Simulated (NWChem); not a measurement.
**SnGeH6 (SMILES [GeH3][SnH3]) at MP2/def2-SVP (core potential)**

What is the energy change on altering one bond length of SnGeH6 at MP2/def2-SVP (core potential)? 

The calculation is run with NWChem 7.3.0.

### 1 The system as given

SnGeH6: 8 atoms, total charge 0, spin state singlet. As SMILES, `[GeH3][SnH3]`. The shape is that of a PBE0-D4/def2-TZVP optimisation.

Bond lengths: Ge1–Sn2 2.595 Å, Ge1–H3 1.538 Å, Ge1–H4 1.538 Å, Ge1–H5 1.538 Å, Sn2–H6 1.707 Å, Sn2–H7 1.707 Å, Sn2–H8 1.707 Å. Some angles: Ge1–Sn2–H6 110.4°, Ge1–Sn2–H7 110.5°, Ge1–Sn2–H8 110.4°, Sn2–Ge1–H3 110.4°, Sn2–Ge1–H4 110.4°, Sn2–Ge1–H5 110.4°, H6–Sn2–H7 108.5°, H6–Sn2–H8 108.5°, H7–Sn2–H8 108.5°, H3–Ge1–H4 108.5°.

### 2 Energy and forces at MP2/def2-SVP (core potential)

File geh6sn.nw:

```
start geh6sn
title "GeH6Sn mp2"
memory 2200 mb

geometry noautosym nocenter noautoz
  Ge      -0.754100       0.285800      -1.041300
  Sn       0.751500      -0.290300       0.992300
  H       -1.830800       1.307300      -0.639500
  H       -1.453400      -0.978600      -1.567000
  H        0.087500       0.886500      -2.179300
  H       -0.187600      -0.932800       2.265200
  H        1.931000      -1.444200       0.553800
  H        1.547900       1.109100       1.560100
end

basis spherical bse
  * library def2-SVP
end

ecp bse
  Sn library def2-SVP
end

scf
  thresh 1e-08
  maxiter 80
  noprint "final vectors analysis"
end

mp2
  freeze core 13
  tight
end

task mp2 gradient
```

The run is started by

```
$ nwchem geh6sn.nw > geh6sn.out
```

The program printed:

```text
Northwest Computational Chemistry Package (NWChem) 7.3.0
             --------------------------------------------------------

           Job information
           ---------------

    nwchem branch   = 7.3.0
    use scalapack   = T
    input           = geh6sn.nw
    prefix          = geh6sn.
    data base       = ./geh6sn.db
    status          = startup
    nproc           =        1

           Memory information
           ------------------

    heap     =     72089600 doubles =      550.0 Mbytes
    stack    =     72089597 doubles =      550.0 Mbytes
    global   =    144179200 doubles =     1100.0 Mbytes (distinct from heap & stack)
    total    =    288358397 doubles =     2200.0 Mbytes
    verify   = yes
    hardfail = no

           Directory information
           ---------------------

  0 permanent = .
  0 scratch   = .

                                NWChem Input Module
                                -------------------

                                    GeH6Sn mp2
                                    ----------

 Scaling coordinates for geometry "geometry" by  1.889725989
 (inverse scale =  0.529177249)

                             Geometry "geometry" -> ""
                             -------------------------

 Output coordinates in angstroms (scale by  1.889725989 to convert to a.u.)

  No.       Tag          Charge          X              Y              Z
 ---- ---------------- ---------- -------------- -------------- --------------
    1 Ge                  32.0000    -0.75410000     0.28580000    -1.04130000
    2 Sn                  50.0000     0.75150000    -0.29030000     0.99230000
    3 H                    1.0000    -1.83080000     1.30730000    -0.63950000
    4 H                    1.0000    -1.45340000    -0.97860000    -1.56700000
    5 H                    1.0000     0.08750000     0.88650000    -2.17930000
    6 H                    1.0000    -0.18760000    -0.93280000     2.26520000
    7 H                    1.0000     1.93100000    -1.44420000     0.55380000
    8 H                    1.0000     1.54790000     1.10910000     1.56010000

      Atomic Mass
      -----------

      Ge                73.921900
      Sn               117.901800
      H                  1.007825

 Effective nuclear repulsion energy (a.u.)     445.3838215727

            Nuclear Dipole moment (a.u.)
            ----------------------------
        X                 Y               Z
 ---------------- ---------------- ----------------
    25.5838663238   -10.2462832827    30.7774002582

            XYZ format geometry
            -------------------
     8
 geometry
 Ge                   -0.75410000     0.28580000    -1.04130000
 Sn                    0.75150000    -0.29030000     0.99230000
 H                    -1.83080000     1.30730000    -0.63950000
 H                    -1.45340000    -0.97860000    -1.56700000
 H                     0.08750000     0.88650000    -2.17930000
 H                    -0.18760000    -0.93280000     2.26520000
 H                     1.93100000    -1.44420000     0.55380000
 H                     1.54790000     1.10910000     1.56010000

 ==============================================================================
                                internuclear distances
 ------------------------------------------------------------------------------
       center one      |      center two      | atomic units |  angstroms
 ------------------------------------------------------------------------------
    2 Sn               |   1 Ge               |     4.90392  |     2.59504
    3 H                |   1 Ge               |     2.90563  |     1.53759
    4 H                |   1 Ge               |     2.90557  |     1.53756
    5 H                |   1 Ge               |     2.90562  |     1.53759
    6 H                |   2 Sn               |     3.22639  |     1.70733
    7 H                |   2 Sn               |     3.22639  |     1.70733
    8 H                |   2 Sn               |     3.22638  |     1.70733
 ------------------------------------------------------------------------------
                         number of included internuclear distances:          7
 ==============================================================================

 ==============================================================================
                                 internuclear angles
 ------------------------------------------------------------------------------
        center 1       |       center 2       |       center 3       |  degrees
 ------------------------------------------------------------------------------
    2 Sn               |   1 Ge               |   3 H                |   110.42
    2 Sn               |   1 Ge               |   4 H                |   110.44
    2 Sn               |   1 Ge               |   5 H                |   110.44
    3 H                |   1 Ge               |   4 H                |   108.49
    3 H                |   1 Ge               |   5 H                |   108.49
    4 H                |   1 Ge               |   5 H                |   108.49
    1 Ge               |   2 Sn               |   6 H                |   110.41
    1 Ge               |   2 Sn               |   7 H                |   110.46
    1 Ge               |   2 Sn               |   8 H                |   110.44
    6 H                |   2 Sn               |   7 H                |   108.49
    6 H                |   2 Sn               |   8 H                |   108.49
    7 H                |   2 Sn               |   8 H                |   108.49
 ------------------------------------------------------------------------------
                            number of included internuclear angles:         12
 ==============================================================================

 Summary of "ao basis" -> "" (spherical)
 ------------------------------------------------------------------------------
       Tag                 Description            Shells   Functions and Types
 ---------------- ------------------------------  ------  ---------------------
 *                          def2-SVP                  on all atoms

                 ECP       "ecp basis" -> "" (cartesian)
                -----
  [basis functions not shown]

                      Basis "ao basis" -> "ao basis" (spherical)
                      -----
  [basis functions not shown]

 Summary of "ao basis" -> "ao basis" (spherical)
 ------------------------------------------------------------------------------
       Tag                 Description            Shells   Functions and Types
 ---------------- ------------------------------  ------  ---------------------
 Ge                         def2-SVP                12       32   5s4p3d
 Sn                         def2-SVP                10       26   4s4p2d
 H                          def2-SVP                 3        5   2s1p

                                 NWChem SCF Module
                                 -----------------

                                    GeH6Sn mp2

  ao basis        = "ao basis"
  functions       =    88
  atoms           =     8
  closed shells   =    30
  open shells     =     0
  charge          =   0.00
  wavefunction    = RHF
  input vectors   = atomic
  output vectors  = ./geh6sn.movecs
  use symmetry    = F
  symmetry adapt  = F

 Summary of "ao basis" -> "ao basis" (spherical)
 ------------------------------------------------------------------------------
       Tag                 Description            Shells   Functions and Types
 ---------------- ------------------------------  ------  ---------------------
 Ge                         def2-SVP                12       32   5s4p3d
 Sn                         def2-SVP                10       26   4s4p2d
 H                          def2-SVP                 3        5   2s1p

 Forming initial guess at       0.0s

      Superposition of Atomic Density Guess
      -------------------------------------

 Sum of atomic energies:       -2327.13490742

      Non-variational initial energy
      ------------------------------

 Total energy =   -2291.876517
 1-e energy   =   -3719.809055
 2-e energy   =    1204.188995
 HOMO         =      -0.298719
 LUMO         =       0.061219

 Starting SCF solution at       0.6s

 ----------------------------------------------
         Quadratically convergent ROHF

 Convergence threshold     :          1.000E-08
 Maximum no. of iterations :           80
 Final Fock-matrix accuracy:          1.000E-10
 ----------------------------------------------

              iter       energy          gnorm     gmax       time
             ----- ------------------- --------- --------- --------
                 1    -2291.8900467530  4.33D-01  1.16D-01      1.4
                 2    -2291.9134919879  1.53D-01  3.42D-02      2.3
                 3    -2291.9158143022  1.03D-02  2.84D-03      4.4
                 4    -2291.9158246173  2.74D-05  8.43D-06      8.2
                 5    -2291.9158246174  4.64D-09  1.56D-09     14.5

       Final RHF  results
       ------------------

         Total SCF energy =  -2291.915824617415
      One-electron energy =  -3721.190647278385
      Two-electron energy =   1205.531279697067
 Nuclear repulsion energy =    223.743542963902

        Time for solution =     13.9s

             Final eigenvalues
             -----------------

              1
    1 -405.1995
    2  -52.1277
    3  -46.2290
    4  -46.2285
    5  -46.2285
    6   -7.1834
    7   -5.8631
    8   -5.1615
    9   -5.1610
   10   -5.1610
   11   -4.0521
   12   -4.0517
   13   -4.0517
   14   -1.6347
   15   -1.6347
   16   -1.6337
   17   -1.6312
   18   -1.6312
   19   -1.3205
   20   -1.3205
   21   -1.3185
   22   -1.3143
   23   -1.3143
   24   -0.7414
   25   -0.6509
   26   -0.4792
   27   -0.4791
   28   -0.4415
   29   -0.4415
   30   -0.3779
   31    0.1205
   32    0.1241
   33    0.1241
   34    0.1705
   35    0.1852
   36    0.1852
   37    0.2019
   38    0.2907
   39    0.3484
   40    0.3484

 center of mass
 --------------
 x =   0.31472127 y =  -0.12561643 z =   0.38213014

 moments of inertia (a.u.)
 ------------------
         809.062996335300         147.368019597656        -520.197847332728
         147.368019597656        1137.810582061396         199.047178175545
        -520.197847332728         199.047178175545         491.574359918498

  Mulliken analysis of the total density
  --------------------------------------

    Atom       Charge   Shell Charges
 -----------   ------   -------------------------------------------------------
    1 Ge  32    31.73   2.00  2.00  2.00  1.02  0.22  6.00  5.98  1.37  1.02  8.15  1.80  0.17
    2 Sn  22    21.48   0.42  1.60  0.92  0.25  2.77  3.24  1.55  0.60  9.76  0.38
    3 H    1     1.11   0.71  0.39  0.01
    4 H    1     1.11   0.71  0.39  0.01
    5 H    1     1.11   0.71  0.39  0.01
    6 H    1     1.15   0.68  0.46  0.01
    7 H    1     1.15   0.68  0.46  0.01
    8 H    1     1.15   0.68  0.46  0.01

       Multipole analysis of the density wrt the origin
       ------------------------------------------------

     L   x y z        total         open         nuclear
     -   - - -        -----         ----         -------
     0   0 0 0      0.000000      0.000000     60.000000

     1   1 0 0     -0.022027      0.000000    -14.179748
     1   0 1 0      0.008452      0.000000      5.114165
     1   0 0 1     -0.030408      0.000000    -21.727502

     2   2 0 0    -36.667214      0.000000    150.890655
     2   1 1 0      0.137541      0.000000    -48.162040
     2   1 0 1     -0.484148      0.000000    170.876910
     2   0 2 0    -36.361297      0.000000     43.232548
     2   0 1 1      0.186250      0.000000    -65.270870
     2   0 0 2    -36.963182      0.000000    256.566050

                   NWChem MP2 Semi-direct Energy/Gradient Module
                   ---------------------------------------------

                                    GeH6Sn mp2

  Basis functions       =     88
  Molecular orbitals    =     88
  Frozen core           =     13
  Frozen virtuals       =      0
  Active alpha occupied =     17
  Active beta occupied  =     17
  Active alpha virtual  =     58
  Active beta virtual   =     58
  Use MO symmetry       = F
  Use skeleton AO sym   = F

  AO/Fock/Back tols     =   1.0D-11  1.0D-11  1.0D-11

 GA uses MA = F    GA memory limited = T

 Available:
  local mem=  1.26D+08
 global mem=  1.44D+08
 local disk=  0.00D+00
   1 passes of  17:        5242880                     279063                  20264405.
   1 passes of  17: M    126145925           G      144139254           F     120903045.

 Semi-direct pass number   1 of   1  for RHF alpha+beta  at       14.5s
 Done moints_semi at       17.4s
 Done maket at       17.5s
 Done pijab at       17.5s
 Done wijab at       17.5s
 Done lai at       17.7s
 Done nonsep at       25.4s
 Done multipass loop at       25.4s

          -------------------------------------------
          SCF energy               -2291.915824617415
          Correlation energy          -0.361616962716
          Singlet pairs               -0.227791051419
          Triplet pairs               -0.133825911297
          Total MP2 energy         -2292.277441580130
          -------------------------------------------

          ---------------------------------------------------
                    Spin Component Scaled (SCS) MP2
          Same spin pairs                     -0.089217274198
          Same spin scaling factor             0.333333333333
          Opposite spin pairs                 -0.272399688518
          Opposite spin scaling fact.          1.200000000000
          SCS-MP2 correlation energy          -0.356618717621
          Total SCS-MP2 energy             -2292.272443335035
          ---------------------------------------------------

 Start laifock at       25.4s
 Done laifock at       26.4s
                                NWChem CPHF Module
                                ------------------

    scftype = RHF
    nclosed =   30
      nopen =    0
  variables =     1740
  tolerance =   1.0D-06
  max. iter =  100

 SCF residual:    4.6422974339591324E-009

            ----- linear solve (tol: 1.0E-06 prod-acc: 3.3E-14) -----

               iter nbas    rnorm     rnorm-scal   ratio     time
               ---- ---- ----------- ----------- --------- -------
                  1    1  4.9408E-02  3.5540E-01    0.0000    28.3
                  2    2  7.3449E-03  5.2833E-02    0.1487    29.2
                  3    3  2.1300E-03  1.5321E-02    0.2900    30.1
                  4    4  3.5301E-04  2.5393E-03    0.1657    31.0
                  5    5  7.5809E-05  5.4530E-04    0.2147    31.9
                  6    6  1.2904E-05  9.2819E-05    0.1702    32.8
                  7    7  1.7789E-06  1.2796E-05    0.1379    33.6
                  8    8  2.6369E-07  1.8967E-06    0.1482    34.3
                  9    9  3.4896E-08  2.5101E-07    0.1323    35.0

 CPHF converged to   2.5D-07 in    9 iters

 Start make_tot_dens at       35.0s
 Done make_tot_dens at       35.0s
                Dipole Moments (a.u.)
                --------------
         Nuclear       SCF       SCF+MP2
       ----------- ----------- -----------
 X     -14.179748   -0.022027   -0.013098
 Y       5.114165    0.008452    0.005036
 Z     -21.727502   -0.030408   -0.018260

 MP2 RHF      natural orbital occupation numbers

              1
    1    2.0000
    2    2.0000
    3    2.0000
    4    2.0000
    5    2.0000
    6    2.0000
    7    2.0000
    8    2.0000
    9    2.0000
   10    2.0000
   11    2.0000
   12    2.0000
   13    2.0000
   14    1.9977
   15    1.9977
   16    1.9977
   17    1.9976
   18    1.9976
   19    1.9930
   20    1.9930
   21    1.9930
   22    1.9929
   23    1.9929
   24    1.9819
   25    1.9783
   26    1.9721
   27    1.9721
   28    1.9709
   29    1.9709
   30    1.9614
   31    0.0197
   32    0.0190
   33    0.0190
   34    0.0149
   35    0.0142
   36    0.0125
   37    0.0125
   38    0.0104
   39    0.0103
   40    0.0103
   41    0.0083
   42    0.0083
   43    0.0068
   44    0.0068
   45    0.0056
   46    0.0056
   47    0.0051
   48    0.0040
   49    0.0040
   50    0.0036
   51    0.0033
   52    0.0031
   53    0.0031
   54    0.0026
   55    0.0026
   56    0.0026
   57    0.0017
   58    0.0017
   59    0.0016
   60    0.0016
   61    0.0015
   62    0.0014
   63    0.0014
   64    0.0009
   65    0.0009
   66    0.0009
   67    0.0007
   68    0.0007
   69    0.0007
   70    0.0007
   71    0.0006
   72    0.0006
   73    0.0005
   74    0.0005
   75    0.0005
   76    0.0004
   77    0.0004
   78    0.0002
   79    0.0002
   80    0.0002
   81    0.0002
   82    0.0001
   83    0.0001
   84    0.0001
   85    0.0000
   86    0.0000
   87    0.0000
   88    0.0000

  MP2 natural orbitals output to ./geh6sn.mp2nos

                         mp2 ENERGY GRADIENTS

    atom               coordinates                        gradient
                 x          y          z           x          y          z
   1 Ge     -1.425042   0.540084  -1.967772    0.003352  -0.001305   0.004559
   2 Sn      1.420129  -0.548587   1.875175   -0.002210   0.000856  -0.003017
   3 H      -3.459710   2.470439  -1.208480   -0.002403   0.002356   0.001152
   4 H      -2.746528  -1.849286  -2.961201   -0.001497  -0.003041  -0.001049
   5 H       0.165351   1.675242  -4.118280    0.002141   0.001371  -0.002485
   6 H      -0.354513  -1.762736   4.280607   -0.000474  -0.000335   0.000694
   7 H       3.649061  -2.729142   1.046530    0.000644  -0.000622  -0.000186
   8 H       2.925107   2.095895   2.948162    0.000448   0.000719   0.000332

                 ----------------------------------------
                 |  Time  |  1-e(secs)   |  2-e(secs)   |
                 ----------------------------------------
                 |  CPU   |       0.03   |       3.86   |
                 ----------------------------------------
                 |  WALL  |       0.03   |       3.86   |
                 ----------------------------------------
 -----------------------
 Task  times  cpu:       39.8s     wall:       39.8s
 Total times  cpu:       39.8s     wall:       39.8s
```

It took 41 s on 1 thread of AMD EPYC 9R45 (Zen 5), shared host; peak memory 0.3 GiB.

[end of part 1 of 2]
